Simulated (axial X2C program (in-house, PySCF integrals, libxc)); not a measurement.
**All-electron X2C curves of TeLi**

Aim: find the lowest determinant of TeLi, scan the bond at several levels and fit the constants, once spin-free and once with spin–orbit coupling.

Program: an in-house X2C program for linear molecules on PySCF integrals. Level of theory: all-electron X2C, Te dyall-cv3z, Li dyall-cv3z. These are calculated values, not measurements.

## 1. The job

Input file task.json:

```json
{"zs": [52, 3], "q": 0, "bas": ["dyall-cv3z", "dyall-cv3z"], "levels": ["PBE0", "HF", "TPSS"], "cc": true, "r0": 2.52, "thr": -1.0, "nmax": 90, "npts": 10, "nst": 2, "ntry": 6}
```

Keys: zs atomic numbers; q charge; bas basis sets; levels methods (HF also brings MP2); cc coupled cluster on or off; r0 starting distance in Å; thr threshold in hartree for freezing inner shells (an s shell follows its p shell); nmax most natural virtual spinors; npts points asked for on the curve; nst determinants followed; ntry starts of the search.

Command:

```console
python so2c.py task.json out
```

Spin-free means the one-electron spin-free X2C Hamiltonian; two-component (2c) means X2C with spin–orbit coupling and atomic mean-field two-electron Coulomb and Gaunt terms. Basis: Te dyall-cv3z contracted to [11s12p8d4f1g], Li dyall-cv3z contracted to [7s8p2d]; Gaussian nuclei, density fitting. Masses: Te 129.906 u, Li 7.016 u.

Notation: σ, π±, δ± give the projection m of an orbital's angular momentum (0, ±1, ±2), α and β its spin, Λ and M_S the sums; ω is the projection of a spinor's total angular momentum and Ω the sum. Logs are in hartree.

Further steps of the session: PBE0, spin-free; HF, spin-free; TPSS, spin-free; Correlated methods, spin-free; A higher determinant, spin-free; PBE0, 2c; HF, 2c; TPSS, 2c; MP2 and beyond, 2c; A higher determinant, 2c.

**Question.** What will these runs give? Wanted: for each run, Hamiltonian; Re; ωe; De; μ.

**Answer**, as computed:

Lowest determinant found, spin-free: M_S = 1/2, Λ = 1 (beyond closed shells: π+α, π+β, π-α).

Lowest determinant found, 2c: Ω = 3/2 (unpaired: ω = 3/2).

| Hamiltonian | level | Re (Å) | ωe (cm⁻¹) | De (eV) | μ (D) |
| --- | --- | --- | --- | --- | --- |
| spin-free | PBE0 | 2.484 | 458 | 2.54 | 6.95 |
| spin-free | HF | 2.514 | 455 | 1.54 | 7.55 |
| spin-free | MP2 | 2.517 | 449 | 2.40 | n/a |
| spin-free | CCSD | 2.515 | 449 | 2.41 | n/a |
| spin-free | CCSD(T) | 2.517 | 447 | 2.47 | n/a |
| spin-free | TPSS | 2.498 | 447 | 2.59 | 6.84 |
| 2c | PBE0 | 2.488 | 454 | 2.49 | 6.94 |
| 2c | HF | 2.518 | 452 | 1.49 | 7.54 |
| 2c | MP2 | 2.520 | 446 | 2.31 | n/a |
| 2c | CCSD | 2.518 | 445 | 2.32 | n/a |
| 2c | CCSD(T) | 2.521 | 443 | 2.37 | n/a |
| 2c | TPSS | 2.502 | 443 | 2.59 | 6.82 |

Dipoles are positive if Li is the positive end.

**Reading.** At CCSD(T), going from spin-free to two-component changes Re by +3 mÅ, ωe by -0.8 % and De by -0.10 eV; at least one of these shifts is too large to ignore. The bond energy falls because the coupling lowers the separated atoms more than the molecule.

De refers to Te + Li. Each curve is one determinant whose occupation by symmetry is held fixed; it was picked as the lowest of a PBE0 search that is not exhaustive. De is counted from the lowest determinant-based energies of the atoms at the same level, without counterpoise correction. Density functionals use the spin component along the axis (collinear). Coupled cluster ran in a truncated set of natural virtual spinors; the MP2 energy of the rest was added. The meta-GGAs lack a current-density term, which matters for open shells with orbital currents, atoms included. With the outer-core shells frozen, correlated bond lengths of heavy atoms tend to come out a few hundredths of an ångström too long.
